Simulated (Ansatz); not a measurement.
Ge2W, space group I4/mmm, a charge-density difference against the sublattices

Computed with Ansatz 0.2.0, Python API.

The cells in order, each with its output:

```python
import warnings

import ansatz as az
import numpy as np
```

```python
XC = "pbesol"
VDW = "d3bjatm"
SMEARING_WIDTH = 0.1
TOLERANCE = 1e-09
CUTOFF = 460
KGRID = (12, 12, 12)

VECTORS = np.array([
    [-1.66, 1.66, 4.096],
    [1.66, -1.66, 4.096],
    [1.66, 1.66, -4.096],
])
SITES = [
    ("Ge", (0.3333, 0.3333, 0.0)),
    ("Ge", (0.6667, 0.6667, 0.0)),
    ("W", (0.0, 0.0, 0.0)),
]


def on_lattice(cell):
    crystal = az.Crystal(lattice=az.Lattice.of(cell))
    for symbol, position in SITES:
        crystal = crystal.atom(symbol, position)
    return crystal
```

```python
warnings.simplefilter("ignore", az.DeckWarning)
```

```python
# same cell, cutoff and mesh for the crystal and its parts
def solve(crystal):
    return (
        crystal.calculation()
        .functional(XC, dispersion=VDW)
        .occupations(az.OccupationsMethod.COLD, width=SMEARING_WIDTH)
        .scf(tolerance=TOLERANCE)
        .basis(CUTOFF, grid_basis="typed")
        .kpoints(*KGRID)
        .density()
        .run(threads=1)
    )
```

```python
whole = solve(on_lattice(VECTORS))
difference = whole.density().channels[0].density_e_per_ang3.copy()
binding = whole.report["free_energy_ev"]
for element in ["Ge", "W"]:
    part = az.Crystal(lattice=az.Lattice.of(VECTORS))
    for symbol, position in SITES:
        if symbol == element:
            part = part.atom(symbol, position)
    alone = solve(part)
    difference -= alone.density().channels[0].density_e_per_ang3
    binding -= alone.report["free_energy_ev"]
    print(f"{element} sublattice: {alone.report['n_electrons']:g} electrons, {alone.report['n_iterations']} iterations")
```

    Ge sublattice: 28 electrons, 7 iterations
    W sublattice: 14 electrons, 8 iterations

```python
voxel = abs(np.linalg.det(VECTORS)) / difference.size
print(f"energy of the crystal less its unpolarised sublattices: {binding / len(SITES):.4f} eV/atom")
print(f"net charge of the difference {difference.sum() * voxel:.5f} e, charge rearranged {0.5 * np.abs(difference).sum() * voxel:.3f} e")
print(f"extremes {difference.min():.4f} and {difference.max():.4f} e/A^3")
for (symbol, position) in SITES:
    index = tuple(int(round(p * n)) % n for p, n in zip(position, difference.shape))
    print(f"  change of the pseudo-density at the grid point nearest {symbol}: {difference[index]:+.4f} e/A^3")
```

    energy of the crystal less its unpolarised sublattices: -2.7352 eV/atom
    net charge of the difference 0.00000 e, charge rearranged 0.832 e
    extremes -0.2641 and 0.2392 e/A^3
      change of the pseudo-density at the grid point nearest Ge: +0.2392 e/A^3
      change of the pseudo-density at the grid point nearest Ge: +0.2392 e/A^3
      change of the pseudo-density at the grid point nearest W: -0.0576 e/A^3

Reading the output:
- Dispersion corrections can be off by several per cent in the lattices of metals, and by several GPa in the pressure at a fixed cell.
- Of the deposited cell: the entry's cell lengths or inner coordinates differ somewhat from later room-temperature determinations.
- Spin-orbit coupling, which matters for elements this heavy, is left out.
- The fields are valence quantities on the plane-wave grid; their values near the nuclei depend on the potentials.
- The starting cell is as deposited in a crystallographic database; the results hold for this polymorph, which needn't be the stable one.
- Charge moved counts every rearrangement, bonding and polarisation too, and is no transfer between atoms; the bare sublattices are artificial references. Values near the nuclei depend on the potentials.
- Timing: 22 s on 1 thread of Arm Neoverse V1 (shared host), peak memory 0.51 GiB.
